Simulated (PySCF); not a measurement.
# TaO(OH)3: other functionals and bases at one geometry

How far do other levels of theory move the description of TaO(OH)3, and what does each cost? The structure is generated, not taken from experiment.

Program: PySCF 2.14.0. Level of theory: several levels, as the steps say, no spin–orbit coupling. These are calculated values, not measurements.

2 further runs of the same task are left out: 2 for a known fault of the program.

### 1 The starting structure

8 atoms, charge 0, spin multiplicity 1.

Bond lengths: Ta1–O2 1.744 Å, Ta1–O3 1.926 Å, Ta1–O5 1.927 Å, Ta1–O7 1.926 Å, O3–H4 0.972 Å, O5–H6 0.971 Å, O7–H8 0.972 Å. Angles: O2–Ta1–O3 108.0°, O2–Ta1–O5 109.1°, O2–Ta1–O7 108.0°, O3–Ta1–O5 110.8°, O3–Ta1–O7 110.1°, O5–Ta1–O7 110.8°, Ta1–O3–H4 129.4°, Ta1–O5–H6 130.7°, Ta1–O7–H8 129.4°.

Geometry (Å):

| atom | x (Å) | y (Å) | z (Å) |
| --- | --- | --- | --- |
| Ta1 | -0.3400 | 0.0000 | 0.1743 |
| O2 | 0.5561 | 0.0000 | 1.6702 |
| O3 | 0.1506 | 1.5789 | -0.8137 |
| H4 | 0.8015 | 2.2665 | -0.5952 |
| O5 | -2.2261 | 0.0000 | 0.5693 |
| H6 | -2.6950 | 0.0000 | 1.4199 |
| O7 | 0.1506 | -1.5789 | -0.8137 |
| H8 | 0.8015 | -2.2665 | -0.5952 |

Formal oxidation states: Ta +5. An earlier session relaxed this geometry at PBE, Ta def2-SVP with ECP60, O def2-SVP, H def2-SVP (singlet, point group Cs).

At PBE on the finer grid: E = -359.458544 Eh, HOMO -7.44 eV, LUMO -1.03 eV, Mulliken charge on Ta1 +0.85 e, largest force component 0.024 eV/Å. 

Levels to run: TPSSh; wB97X; B3LYP; M06-L; PBE, x2c-SVP. Hardware: 2 threads of Intel Xeon Platinum 8259CL at 2.50GHz (Skylake/Cascade Lake), shared host.

### 2 TPSSh

Input file run.py (the lines that set the calculation):

```python
mol = gto.M(atom='''
Ta    -0.34000     0.00000     0.17427
O      0.55613     0.00000     1.67019
O      0.15057     1.57886    -0.81367
H      0.80146     2.26648    -0.59520
O     -2.22610     0.00000     0.56926
H     -2.69500     0.00000     1.41988
O      0.15057    -1.57886    -0.81367
H      0.80146    -2.26648    -0.59520''',
    basis={'Ta': 'def2-SVP', 'O': 'def2-SVP', 'H': 'def2-SVP'},
    ecp={'Ta': 'def2-SVP'},
    charge=0, spin=0)
mf = dft.RKS(mol, xc='TPSSH')
mf.grids.atom_grid = (75, 302)
mf = mf.density_fit()  # fitting sets: Ta def2-universal-JKFIT, O def2-universal-JKFIT, H def2-universal-JKFIT
mf.conv_tol = 1e-08; mf.max_cycle = 55
mf.kernel(dm0)  # dm0: the density of the relaxed state
```

On the command line:

```console
> OMP_NUM_THREADS=2 python run.py
```

Standard output:

```text
init E= -359.710341876814
  HOMO = -0.306353619180077  LUMO = -0.0155276079845239  gap/eV = 7.91378
cycle= 1 E= -359.708249955714  delta_E= 0.00209  |g|= 0.156  |ddm|= 0.258
  HOMO = -0.290369931215727  LUMO = -0.0394606959140567  gap/eV = 6.82759
cycle= 2 E= -359.655366526647  delta_E= 0.0529  |g|= 0.536  |ddm|= 0.487
  HOMO = -0.300275650796802  LUMO = -0.0261820091317333  gap/eV = 7.45847
cycle= 3 E= -359.712505658257  delta_E= -0.0571  |g|= 0.0704  |ddm|= 0.378
  HOMO = -0.303487518558109  LUMO = -0.0238098213176833  gap/eV = 7.61042
cycle= 4 E= -359.713544547747  delta_E= -0.00104  |g|= 0.00735  |ddm|= 0.0526
  HOMO = -0.302755197445861  LUMO = -0.02267634043237  gap/eV = 7.62133
cycle= 5 E= -359.713555218463  delta_E= -1.07e-05  |g|= 0.00217  |ddm|= 0.0071
  HOMO = -0.302969283628602  LUMO = -0.0229542923878916  gap/eV = 7.61960
cycle= 6 E= -359.713556184024  delta_E= -9.66e-07  |g|= 0.000254  |ddm|= 0.00189
  HOMO = -0.302964193982856  LUMO = -0.0229546211727636  gap/eV = 7.61945
cycle= 7 E= -359.713556197916  delta_E= -1.39e-08  |g|= 4.74e-05  |ddm|= 0.000206
  HOMO = -0.302964662366767  LUMO = -0.0229553413745653  gap/eV = 7.61944
cycle= 8 E= -359.713556198191  delta_E= -2.76e-10  |g|= 3.2e-05  |ddm|= 5.14e-05
  HOMO = -0.302963783752456  LUMO = -0.0229571433843854  gap/eV = 7.61937
Extra cycle  E= -359.713556197302  delta_E= 8.89e-10  |g|= 7.33e-05  |ddm|= 7.19e-05
converged SCF energy = -359.713556197302
```

Wall time 15 s (2 threads of Intel Xeon Platinum 8259CL at 2.50GHz (Skylake/Cascade Lake), shared host).

Read off: E = -359.713556 Eh, HOMO -8.24 eV, LUMO -0.62 eV, Mulliken charge on Ta1 +1.07 e, largest force component 0.321 eV/Å. 

### 3 wB97X

run.py (the lines that set the calculation), as its differences from that of step 2:

```diff
@@ -12,3 +12,3 @@
     charge=0, spin=0)
-mf = dft.RKS(mol, xc='TPSSH')
+mf = dft.RKS(mol, xc='WB97X')
 mf.grids.atom_grid = (75, 302)
```

On the command line:

```console
> OMP_NUM_THREADS=2 python run.py
```

Standard output:

```text
init E= -359.642265331366
  HOMO = -0.428268688346532  LUMO = 0.0634560274937108  gap/eV = 13.38051
cycle= 1 E= -359.649945572113  delta_E= -0.00768  |g|= 0.147  |ddm|= 0.289
  HOMO = -0.416360244846405  LUMO = 0.0595527632646248  gap/eV = 12.95025
cycle= 2 E= -359.643703341336  delta_E= 0.00624  |g|= 0.231  |ddm|= 0.289
  HOMO = -0.429471342634517  LUMO = 0.0617062244743544  gap/eV = 13.36562
cycle= 3 E= -359.653961643818  delta_E= -0.0103  |g|= 0.0315  |ddm|= 0.174
  HOMO = -0.428369110070448  LUMO = 0.0622924443840691  gap/eV = 13.35158
cycle= 4 E= -359.654136905673  delta_E= -0.000175  |g|= 0.0107  |ddm|= 0.0233
  HOMO = -0.427944302305569  LUMO = 0.0627059913417555  gap/eV = 13.35127
cycle= 5 E= -359.654157883049  delta_E= -2.1e-05  |g|= 0.00258  |ddm|= 0.0079
  HOMO = -0.428258705856495  LUMO = 0.0626080763035596  gap/eV = 13.35717
cycle= 6 E= -359.654159651689  delta_E= -1.77e-06  |g|= 0.000265  |ddm|= 0.0036
  HOMO = -0.428247928647114  LUMO = 0.0626166568098528  gap/eV = 13.35711
cycle= 7 E= -359.654159709959  delta_E= -5.83e-08  |g|= 5.71e-05  |ddm|= 0.000624
  HOMO = -0.428248738821885  LUMO = 0.062615645215724  gap/eV = 13.35710
cycle= 8 E= -359.654159713043  delta_E= -3.08e-09  |g|= 1.52e-05  |ddm|= 0.000148
  HOMO = -0.428249386546922  LUMO = 0.0626148048056721  gap/eV = 13.35709
Extra cycle  E= -359.654159713148  delta_E= -1.05e-10  |g|= 1.44e-05  |ddm|= 2.76e-05
converged SCF energy = -359.654159713148
```

Wall time 12 s (2 threads of Intel Xeon Platinum 8259CL at 2.50GHz (Skylake/Cascade Lake), shared host).

Read off: E = -359.654160 Eh, HOMO -11.65 eV, LUMO 1.70 eV, Mulliken charge on Ta1 +1.10 e, largest force component 1.140 eV/Å. 

### 4 B3LYP

run.py (the lines that set the calculation), as its differences from that of step 3:

```diff
@@ -12,3 +12,3 @@
     charge=0, spin=0)
-mf = dft.RKS(mol, xc='WB97X')
+mf = dft.RKS(mol, xc='B3LYP')
 mf.grids.atom_grid = (75, 302)
```

On the command line:

```console
> OMP_NUM_THREADS=2 python run.py
```

Standard output:

```text
init E= -359.742056676471
  HOMO = -0.329103564516235  LUMO = -0.0172384507733395  gap/eV = 8.48628
cycle= 1 E= -359.736955413637  delta_E= 0.0051  |g|=  0.2  |ddm|= 0.257
  HOMO = -0.307964815071372  LUMO = -0.0350177135561919  gap/eV = 7.42727
cycle= 2 E= -359.671110900253  delta_E= 0.0658  |g|= 0.611  |ddm|= 0.566
  HOMO = -0.3220109045489  LUMO = -0.0185510853426647  gap/eV = 8.25756
cycle= 3 E= -359.743985747084  delta_E= -0.0729  |g|= 0.0853  |ddm|= 0.431
  HOMO = -0.325928436422696  LUMO = -0.0186399431708132  gap/eV = 8.36175
cycle= 4 E= -359.745457075088  delta_E= -0.00147  |g|= 0.00675  |ddm|= 0.0604
  HOMO = -0.325373784590074  LUMO = -0.0183496742271617  gap/eV = 8.35455
cycle= 5 E= -359.745465637658  delta_E= -8.56e-06  |g|= 0.00194  |ddm|= 0.00634
  HOMO = -0.325626254210086  LUMO = -0.0184332963450431  gap/eV = 8.35915
cycle= 6 E= -359.745466493764  delta_E= -8.56e-07  |g|= 0.000244  |ddm|= 0.00204
  HOMO = -0.325624823318189  LUMO = -0.0184311184172527  gap/eV = 8.35917
cycle= 7 E= -359.745466506743  delta_E= -1.3e-08  |g|= 6.63e-05  |ddm|= 0.000231
  HOMO = -0.325626760810815  LUMO = -0.0184316368644681  gap/eV = 8.35921
cycle= 8 E= -359.745466507362  delta_E= -6.19e-10  |g|= 4e-05  |ddm|= 5.89e-05
  HOMO = -0.325624581980802  LUMO = -0.0184323680475377  gap/eV = 8.35913
Extra cycle  E= -359.745466505759  delta_E= 1.6e-09  |g|= 9.79e-05  |ddm|= 9.42e-05
converged SCF energy = -359.745466505759
```

Wall time 11 s (2 threads of Intel Xeon Platinum 8259CL at 2.50GHz (Skylake/Cascade Lake), shared host).

It gives: E = -359.745467 Eh, HOMO -8.86 eV, LUMO -0.50 eV, Mulliken charge on Ta1 +1.03 e, largest force component 0.396 eV/Å. 

### 5 M06-L

run.py (the lines that set the calculation), as its differences from that of step 4:

```diff
@@ -12,3 +12,3 @@
     charge=0, spin=0)
-mf = dft.RKS(mol, xc='B3LYP')
+mf = dft.RKS(mol, xc='M06L')
 mf.grids.atom_grid = (75, 302)
```

On the command line:

```console
> OMP_NUM_THREADS=2 python run.py
```

Standard output:

```text
init E= -359.713134502516
  HOMO = -0.293806916040934  LUMO = -0.0253751218434263  gap/eV = 7.30440
cycle= 1 E= -359.715087311258  delta_E= -0.00195  |g|= 0.194  |ddm|= 0.431
  HOMO = -0.271242387357016  LUMO = -0.0518067285082856  gap/eV = 5.97115
cycle= 2 E= -359.611435249309  delta_E= 0.104  |g|= 0.741  |ddm|= 0.657
  HOMO = -0.281953693666937  LUMO = -0.0349687879446875  gap/eV = 6.72080
cycle= 3 E= -359.721294501589  delta_E= -0.11  |g|= 0.102  |ddm|= 0.524
  HOMO = -0.28701800625187  LUMO = -0.0322049149934001  gap/eV = 6.93382
cycle= 4 E= -359.723504187178  delta_E= -0.00221  |g|= 0.0114  |ddm|= 0.0775
  HOMO = -0.286473737185455  LUMO = -0.0311186166430728  gap/eV = 6.94857
cycle= 5 E= -359.723530204022  delta_E= -2.6e-05  |g|= 0.00241  |ddm|= 0.00918
  HOMO = -0.286682603651605  LUMO = -0.0314891596539119  gap/eV = 6.94417
cycle= 6 E= -359.723531681452  delta_E= -1.48e-06  |g|= 0.000455  |ddm|= 0.00261
  HOMO = -0.286625417106003  LUMO = -0.0314402575050288  gap/eV = 6.94394
cycle= 7 E= -359.723531718519  delta_E= -3.71e-08  |g|= 0.000226  |ddm|= 0.000601
  HOMO = -0.28662724676852  LUMO = -0.0314446844737979  gap/eV = 6.94387
cycle= 8 E= -359.723531727927  delta_E= -9.41e-09  |g|= 0.000105  |ddm|= 0.000183
  HOMO = -0.286627212595631  LUMO = -0.031446369040901  gap/eV = 6.94382
cycle= 9 E= -359.723531730231  delta_E= -2.3e-09  |g|= 1.41e-05  |ddm|= 7.68e-05
  HOMO = -0.286627024227692  LUMO = -0.0314465357506332  gap/eV = 6.94381
Extra cycle  E= -359.723531729812  delta_E= 4.2e-10  |g|= 4.65e-05  |ddm|= 4.22e-05
converged SCF energy = -359.723531729812
```

It took 19 s on 2 threads of Intel Xeon Platinum 8259CL at 2.50GHz (Skylake/Cascade Lake), shared host.

Result: E = -359.723532 Eh, HOMO -7.80 eV, LUMO -0.86 eV, Mulliken charge on Ta1 +1.28 e, largest force component 0.487 eV/Å. 

### 6 PBE, x2c-SVP

Basis: Ta x2c-SVPall, O x2c-SVPall, H x2c-SVPall. All electrons are treated, with the spin-free X2C Hamiltonian.

Input file run.py (the lines that set the calculation):

```python
mol = gto.M(atom='''
Ta    -0.34000     0.00000     0.17427
O      0.55613     0.00000     1.67019
O      0.15057     1.57886    -0.81367
H      0.80146     2.26648    -0.59520
O     -2.22610     0.00000     0.56926
H     -2.69500     0.00000     1.41988
O      0.15057    -1.57886    -0.81367
H      0.80146    -2.26648    -0.59520''',
    basis={'Ta': 'x2c-SVPall', 'O': 'x2c-SVPall', 'H': 'x2c-SVPall'},
    nucmod='G',
    charge=0, spin=0)
mf = dft.RKS(mol, xc='PBE')
mf.grids.atom_grid = (99, 590)
mf = mf.density_fit()  # fitting sets: Ta AutoAux, O AutoAux, H AutoAux
mf = mf.sfx2c1e()
mf.conv_tol = 1e-08; mf.max_cycle = 55
mf.kernel(dm0)  # dm0: free metal ions and neutral atoms
```

On the command line:

```console
> OMP_NUM_THREADS=2 python run.py
```

Standard output:

```text
init E= -15912.0454325369
  HOMO = -0.323387947144095  LUMO = -0.0885027656217677  gap/eV = 6.39155
cycle= 1 E= -15907.2316944155  delta_E= 4.81  |g|= 0.532  |ddm|=  3.4
  HOMO = -0.191440135654961  LUMO = -0.0411697127620317  gap/eV = 4.08907
cycle= 2 E= -15906.3786083223  delta_E= 0.853  |g|= 2.17  |ddm|= 1.73
  HOMO = -0.249710483003931  LUMO = -0.030905003068311  gap/eV = 5.95400
cycle= 3 E= -15907.2668230681  delta_E= -0.888  |g|= 0.356  |ddm|= 1.45
  HOMO = -0.278436009745895  LUMO = -0.0504042033193807  gap/eV = 6.20506
cycle= 4 E= -15907.2859186902  delta_E= -0.0191  |g|= 0.188  |ddm|= 0.351
  HOMO = -0.276600337355112  LUMO = -0.0549107965727817  gap/eV = 6.03248
cycle= 5 E= -15907.2915338695  delta_E= -0.00562  |g|= 0.0784  |ddm|= 0.149
  HOMO = -0.276906190922421  LUMO = -0.0483497788876492  gap/eV = 6.21934
cycle= 6 E= -15907.2928683881  delta_E= -0.00133  |g|= 0.0181  |ddm|= 0.0619
  HOMO = -0.277440582411299  LUMO = -0.0491589279800019  gap/eV = 6.21186
cycle= 7 E= -15907.2929293176  delta_E= -6.09e-05  |g|= 0.00247  |ddm|= 0.011
  HOMO = -0.277353693357305  LUMO = -0.049176038465442  gap/eV = 6.20903
cycle= 8 E= -15907.2929306978  delta_E= -1.38e-06  |g|= 0.000766  |ddm|= 0.00261
  HOMO = -0.277377656993972  LUMO = -0.0491734779819849  gap/eV = 6.20975
cycle= 9 E= -15907.2929307628  delta_E= -6.5e-08  |g|= 0.000541  |ddm|= 0.000759
  HOMO = -0.27738191165423  LUMO = -0.0491764742998089  gap/eV = 6.20979
cycle= 10 E= -15907.2929308238  delta_E= -6.1e-08  |g|= 5.31e-05  |ddm|= 0.000378
  HOMO = -0.27738433478368  LUMO = -0.0491763902993973  gap/eV = 6.20985
cycle= 11 E= -15907.2929308244  delta_E= -6.22e-10  |g|= 7.38e-06  |ddm|= 4.75e-05
  HOMO = -0.277384548511646  LUMO = -0.0491777549733664  gap/eV = 6.20982
Extra cycle  E= -15907.2929308243  delta_E= 3.64e-11  |g|= 1.46e-05  |ddm|= 1.49e-05
converged SCF energy = -15907.2929308243
```

Wall time 70 s (2 threads of Intel Xeon Platinum 8259CL at 2.50GHz (Skylake/Cascade Lake), shared host).

It gives: E = -15907.292931 Eh, HOMO -7.55 eV, LUMO -1.34 eV, Mulliken charge on Ta1 +0.80 e, largest force component 0.733 eV/Å. 

### 7 All levels side by side

| level | state | HOMO (eV) | gap (eV) | charge on Ta1 (e) | dipole (D) | largest force (eV/Å) | basis functions | time |
| --- | --- | --- | --- | --- | --- | --- | --- | --- |
| PBE (relaxed here) | singlet | -7.44 | 6.40 | 0.85 | 0.12 | 0.02 | 103 | 28 s |
| TPSSh | singlet | -8.24 | 7.62 | 1.07 | 0.09 | 0.32 | 103 | 15 s |
| wB97X | singlet | -11.65 | 13.36 | 1.10 | 0.07 | 1.14 | 103 | 12 s |
| B3LYP | singlet | -8.86 | 8.36 | 1.03 | 0.09 | 0.40 | 103 | 11 s |
| M06-L | singlet | -7.80 | 6.94 | 1.28 | 0.16 | 0.49 | 103 | 19 s |
| PBE, x2c-SVP | singlet | -7.55 | 6.21 | 0.80 | 0.15 | 0.73 | 137 | 70 s |

Times are on 2 threads of Intel Xeon Platinum 8259CL at 2.50GHz (Skylake/Cascade Lake), shared host; the first row also made further properties.

In one basis the HOMO–LUMO gap runs from 6.40 eV (PBE) to 13.36 eV (wB97X). The largest leftover force, 1.14 eV/Å with wB97X, stands at a geometry relaxed at another level. The Mulliken charge on Ta spans +0.80 to +1.28 e over the levels. Total energies of different levels can't be compared. Spin–orbit coupling is left out throughout.
